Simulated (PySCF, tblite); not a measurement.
# C₇H₁₀F₂: geometry, infrared bands and NMR shifts

Aim: predict the infrared bands and NMR shifts of C₇H₁₀F₂ (`F[C@@H]1[C@H]2CC[C@]1(F)CC2`).

Programs: tblite 0.8.0 and PySCF 2.14.0, with density-fitted response routines of our own. Each step states its level of theory. These are calculated values for one molecule in the gas phase, unless marked as measured. Atoms count from 0, in the outputs and in this text.

**1. The starting structure**

19 atoms, charge 0, multiplicity 1; geometry from: force field or distance geometry start.

Bonds of the start (Å): F0–C1 1.35, C1–C2 1.52, C2–C3 1.54, C3–C4 1.53, C4–C5 1.53, C5–F6 1.33, C5–C7 1.52, C7–C8 1.53, C5–C1 1.52, C8–C2 1.55, C1–H9 1.10, C2–H10 1.09, C3–H11 1.10, C3–H12 1.08, C4–H13 1.10, C4–H14 1.10, C7–H15 1.11, C7–H16 1.10, C8–H17 1.10, C8–H18 1.10.

**2. Geometry optimisation with GFN2-xTB**

The job: settings as JSON, then the geometry in Å.

```
{"job": {"kind": "relax", "xc": "GFN2-xTB", "basis": "xTB"}, "charge": 0, "multiplicity": 1}
F     -0.643400    -1.382000     1.866500
C      0.279700    -0.913600     1.001300
C      0.302400     0.605200     0.967500
C      1.280100     0.884000    -0.194700
C      0.983900    -0.274100    -1.156400
C     -0.141900    -1.037000    -0.451600
F     -0.275100    -2.281100    -0.907300
C     -1.429600    -0.223600    -0.490800
C     -1.130900     0.923000     0.474200
H      1.245000    -1.382500     1.245200
H      0.541000     1.109600     1.898400
H      2.312800     0.810100     0.167800
H      1.129200     1.859500    -0.637600
H      1.872100    -0.907200    -1.305200
H      0.676500     0.100200    -2.148100
H     -2.288400    -0.823600    -0.133300
H     -1.671000     0.130400    -1.499800
H     -1.847900     0.905900     1.307000
H     -1.204300     1.906000    -0.010500
```

The run is started by

```
$ OMP_NUM_THREADS=1 python probes_run.py task.json out
```

One launch serves the whole session: the jobs run in the order shown.

**Question.** This job is followed by: GFN2-xTB harmonic vibrations, gas phase; GIAO PBE0/pcSseg-1 NMR shielding, non-relativistic, gas phase. What will the session give for the following? strongest single infrared mode (GFN2-xTB); zero-point energy (GFN2-xTB); 13C shifts against TMS (PBE0/pcSseg-1); 1H shifts against TMS (PBE0/pcSseg-1); 19F shifts against CFCl3 (PBE0/pcSseg-1).

As calculated:

| quantity | value |
| --- | --- |
| strongest single infrared mode (GFN2-xTB) | 3020 cm⁻¹, 83 km/mol |
| zero-point energy (GFN2-xTB) | 99.2 kcal/mol |
| 13C shifts against TMS (PBE0/pcSseg-1) | 104.6, 99.7, 39.5, 32.4, 31.5, 29.6, 25.4 ppm |
| 1H shifts against TMS (PBE0/pcSseg-1) | 4.76, 2.46, 2.43, 1.95, 1.83, 1.76, 1.66, 1.64, 1.46, 1.31 ppm |
| 19F shifts against CFCl3 (PBE0/pcSseg-1) | -219.2, -237.7 ppm |

In words: Over 14 steps the energy fell by 0.095 eV; of the close pairs, C5–F6 changed most, 1.332 to 1.372 Å. All 51 modes are real, so the xTB geometry is a minimum. GFN2-xTB is a fitted tight-binding method: band positions and strengths are rough. Its intensities can rank the bands wrongly. The most deshielded hydrogen is H9 (hydrogen on an sp3 CH bonded to F), at 4.76 ppm: its carbon carries F, which withdraws density. At PBE0/pcSseg-1: Shielding is most anisotropic at C5 (span 93 ppm, paramagnetic term -158 ppm).
